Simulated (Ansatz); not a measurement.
# Be4CuGe (F-43m): comparison of functionals at one structure from a Python script

How far apart do the functionals lie for Be4CuGe (F-43m) at one structure? Wanted for Be4CuGe (F-43m): a comparison of functionals at one structure.

All numbers are computed with Ansatz 0.2.0, driven from Python. The levels of theory stand in the script.

## 1. The structure

It takes space group F-43m (No. 216, cubic). The conventional cell has a = 6.246 Å, b = 6.246 Å, c = 6.246 Å, α = 90.00°, β = 90.00°, γ = 90.00°. Be (site symmetry 3m) has 6 Be at 2.20 to 2.22 Å as nearest neighbours. Cu (site symmetry -43m) is surrounded by 12 Be at 2.59 Å and 4 Ge at 2.70 Å. Ge (site symmetry -43m) has 12 Be at 2.59 Å and 4 Cu at 2.70 Å as nearest neighbours.

No structure file is read: the coordinates are typed or built in the script.

## 2. Script

The input, run_xc.py:

```python
"""Functional comparison for Be4CuGe (totals differ with the potentials too)."""

import argparse
import warnings

import ansatz as az
import numpy as np

parser = argparse.ArgumentParser(description="Functional comparison for Be4CuGe (totals differ with the potentials too).")
parser.add_argument("--scf-tol", type=float, default=1e-08, help="SCF tolerance (eV)")
parser.add_argument("--cutoff-ev", type=float, required=True, help="plane-wave cutoff (eV)")
parser.add_argument("--mixing-beta", type=float, required=True, help="density mixing step")
parser.add_argument("--mesh", type=int, nargs=3, required=True, help="k-point sampling")
args = parser.parse_args()


def main() -> None:
    warnings.simplefilter("ignore", az.DeckWarning)

    vectors = np.array([
        [0.0, 3.12305, 3.12305],
        [3.12305, 0.0, 3.12305],
        [3.12305, 3.12305, 0.0],
    ])
    structure = (
        az.Lattice.of(vectors)
        .atom("Be", [0.37569, 0.37569, 0.37569])
        .atom("Be", [0.87294, 0.37569, 0.37569])
        .atom("Be", [0.37569, 0.37569, 0.87294])
        .atom("Be", [0.37569, 0.87294, 0.37569])
        .atom("Cu", [0.75, 0.75, 0.75])
        .atom("Ge", [0.0, 0.0, 0.0])
    )

    calc = (
        structure.calculation()
        .scf(tolerance=args.scf_tol, algorithm="density_mixing")
        .basis(args.cutoff_ev)
        .occupations(az.OccupationsMethod.FERMI_DIRAC, width=50 * az.meV)
        .pseudopotentials("paw")
        .mixing("broyden", beta=args.mixing_beta)
        .kpoints(*args.mesh, shift=0.5)
        .forces()
        .stress()
    )

    rows = []
    for value in ["lda", "blyp", "r2scan", "pbe"]:
        summary = calc.functional(value).run(threads=1).report
        rows.append((value, summary["free_energy_ev"] / len(summary["lattice"]["sites"]), summary["n_iterations"], sum(summary["stress_gpa"][i][i] for i in range(3)) / 3, max(abs(f) for row in summary["forces_ev_ang"] for f in row), summary["n_kpoints"]))

    print("  functional   F/atom (eV)    iterations       P (GPa)  max component (eV/A)      k-points")
    for row in rows:
        print(f"{str(row[0]):>12s}  {row[1]:12.5f}  {row[2]:12d}  {row[3]:12.3f}  {row[4]:20.4f}  {row[5]:12d}")


if __name__ == "__main__":
    main()
```

## 3. The input behind the calls

The package turns the script's settings into the engine's input (first run):

```yaml
crystal:
  lattice:
    - [0.0, 3.12305, 3.12305]
    - [3.12305, 0.0, 3.12305]
    - [3.12305, 3.12305, 0.0]
  atoms:
    - { symbol: Be, position: [0.37569, 0.37569, 0.37569] }
    - { symbol: Be, position: [0.87294, 0.37569, 0.37569] }
    - { symbol: Be, position: [0.37569, 0.37569, 0.87294] }
    - { symbol: Be, position: [0.37569, 0.87294, 0.37569] }
    - { symbol: Cu, position: [0.75, 0.75, 0.75] }
    - { symbol: Ge, position: [0.0, 0.0, 0.0] }
basis:
  ecutwfc: 420.0
kpoints:
  mp_grid:
    grid: [4, 4, 4]
    shift: [0.5, 0.5, 0.5]
hamiltonian:
  xc: lda
  pseudopotentials:
    kind: paw
scf:
  algorithm: density_mixing
  convergence:
    dr2_threshold: 1.0e-08
  mixing:
    algorithm: broyden
    beta: 0.1
  occupations:
    method: fermi_dirac
    width: 0.05
output:
  forces: true
  stress: true
```

## 4. The run

Launch:

```bash
python run_xc.py --cutoff-ev 420.0 --mixing-beta 0.1 --mesh 4 4 4
```

What it wrote:

```text
  functional   F/atom (eV)    iterations       P (GPa)  max component (eV/A)      k-points
         lda   -1853.87693            14        -5.825                0.0970            10
        blyp   -1884.88386            15         5.136                0.1009            10
      r2scan   -1884.37201            13        -1.490                0.1052            10
         pbe   -1881.68902            13         0.897                0.1003            10
```

Wall time 13 s (1 thread of AMD EPYC 7R43 (Zen 3), shared host); peak memory 0.52 GiB.

## 5. What changed from run to run

The engine's inputs for the other runs:

Run 2, against run 1:

```diff
@@ -20 +20 @@
-  xc: lda
+  xc: blyp
```

Run 3, against run 1:

```diff
@@ -20 +20 @@
-  xc: lda
+  xc: r2scan
```

Run 4, against run 1:

```diff
@@ -20 +20 @@
-  xc: lda
+  xc: pbe
```

## 6. What each run gave

From the records of these 4 runs:

| run | functional | energy (eV/atom) | pressure (GPa) | SCF cycles | CPU time (s) |
| --- | --- | --- | --- | --- | --- |
| 1 | lda | -1853.8769 | -5.82 | 14 | 2.2 |
| 2 | blyp | -1884.8839 | 5.14 | 15 | 2.7 |
| 3 | r2scan | -1884.3720 | -1.49 | 13 | 4.9 |
| 4 | pbe | -1881.6890 | 0.90 | 13 | 2.3 |

Energies are free energies F = E - TS of the smeared occupations. Totals hang on functional and potentials, so only runs at one level compare.

## 7. Summary of results

| quantity | value |
| --- | --- |
| runs compared | 4 |

In words: Run 3 has a cutoff far under the recommended one, so what rests on it isn't a property of the system. From lowest to highest: LDA (-5.8 GPa), r2SCAN (-1.5 GPa), PBE (0.9 GPa) and BLYP (5.1 GPa). At a fixed cell a lower pressure usually means a smaller equilibrium volume, so LDA prefers the smallest cell and BLYP the largest. Caveats:
- In some runs the cutoff lies under the one recommended for their potentials.
- For a metal this k-point mesh is coarse: on a finer one energies can move by several to tens of meV an atom and pressures by half a GPa or more, differences at one mesh by less.
- The program warned that this SCF threshold is loose for forces or stresses.
- The mesh has less symmetry than the crystal, which the program warned of.
- The structure comes from a database of computed cells and needn't be a stable or known phase.
- Total energies of different functionals can't be compared; pressures, moments and gaps at this one structure can.
- The script silences the program's warnings, which a real study should read.
